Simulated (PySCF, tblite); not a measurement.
# C4H7BFN: geometry, infrared bands and NMR shifts

What infrared bands and NMR shifts should C4H7BFN (`[BH3-][N+]#C/C=C/CF`) show?

Computed with tblite 0.8.0 and PySCF 2.14.0, with density-fitted response routines of our own, on a single molecule in the gas phase. Atoms count from 0, in the outputs and in this text.

**1. Starting geometry**

14 atoms, charge 0, multiplicity 1; geometry from: force field or distance geometry start.

Bonds of the start (Å): B0–N1 1.51, N1–C2 1.16, C2–C3 1.45, C3–C4 1.34, C4–C5 1.49, C5–F6 1.39, B0–H7 1.17, B0–H8 1.20, B0–H9 1.19, C3–H10 1.08, C4–H11 1.10, C5–H12 1.10, C5–H13 1.11.

**2. Optimising the geometry with GFN2-xTB**

What the job is given:

```
{"job": {"kind": "relax", "xc": "GFN2-xTB", "basis": "xTB"}, "charge": 0, "multiplicity": 1}
B      3.359400    -0.012300     0.521300
N      1.872600     0.224100     0.474900
C      0.732000     0.411000     0.471200
C     -0.704500     0.638400     0.442500
C     -1.467000    -0.407300     0.084700
C     -2.953600    -0.319200     0.013600
F     -3.301800     0.973100     0.399200
H      3.639300    -0.986300    -0.059300
H      3.909200     0.898600    -0.040500
H      3.657200    -0.046200     1.675500
H     -1.145600     1.579500     0.724000
H     -1.006900    -1.362300    -0.195200
H     -3.286300    -0.527600    -1.008900
H     -3.304500    -1.064000     0.754800
```

Command:

```bash
$ OMP_NUM_THREADS=1 python probes_run.py task.json out
```

The driver reads the jobs from task.json and runs them one after another.

**Question.** This job is followed by: GFN2-xTB harmonic vibrations, gas phase; GIAO PBE0/pcSseg-1 NMR shielding, non-relativistic, gas phase. What will the session give for the following? strongest single infrared mode (GFN2-xTB); zero-point energy (GFN2-xTB); 13C shifts against TMS (PBE0/pcSseg-1); 1H shifts against TMS (PBE0/pcSseg-1, means over atoms taken as alike); 11B shifts against BF3·OEt2 (PBE0/pcSseg-1); 15N shifts against NH3 (PBE0/pcSseg-1); 19F shifts against CFCl3 (PBE0/pcSseg-1); surface potential, 1st and 99th percentile.

**Answer**, as computed:

| quantity | value |
| --- | --- |
| strongest single infrared mode (GFN2-xTB) | 2324 cm⁻¹, 368 km/mol |
| zero-point energy (GFN2-xTB) | 62.4 kcal/mol |
| 13C shifts against TMS (PBE0/pcSseg-1) | 163.2, 111.2, 102.7, 86.7 ppm |
| 1H shifts against TMS (PBE0/pcSseg-1, means over atoms taken as alike) | 6.92, 6.11, 5.60, 2.10 ppm |
| 11B shifts against BF3·OEt2 (PBE0/pcSseg-1) | -43.1 ppm |
| 15N shifts against NH3 (PBE0/pcSseg-1) | 255.8 ppm |
| 19F shifts against CFCl3 (PBE0/pcSseg-1) | -258.5 ppm |
| surface potential, 1st and 99th percentile | -1.52 V and 2.08 V |

In words: The optimisation took 52 steps and gained 0.306 eV; among the close pairs (by a distance rule), C2–C3 changed most, from 1.455 to 1.393 Å. The lowest mode is slightly imaginary (16i cm⁻¹), a soft motion within the noise of the Hessian, so the minimum is not strictly shown. The strongest single mode, at 2324 cm⁻¹, moves mainly C2 and N1. GFN2-xTB is a fitted tight-binding method: band positions and strengths are rough. Its intensities can rank the bands wrongly. At PBE0/pcSseg-1: The widest tensor belongs to N1: span 369 ppm, with a paramagnetic part of -318 ppm. By nearest atom (PBE0/pcSseg-1), the HOMO sits on H9 33 %; H8 20 % and the LUMO on C4 31 %; C3 16 %.
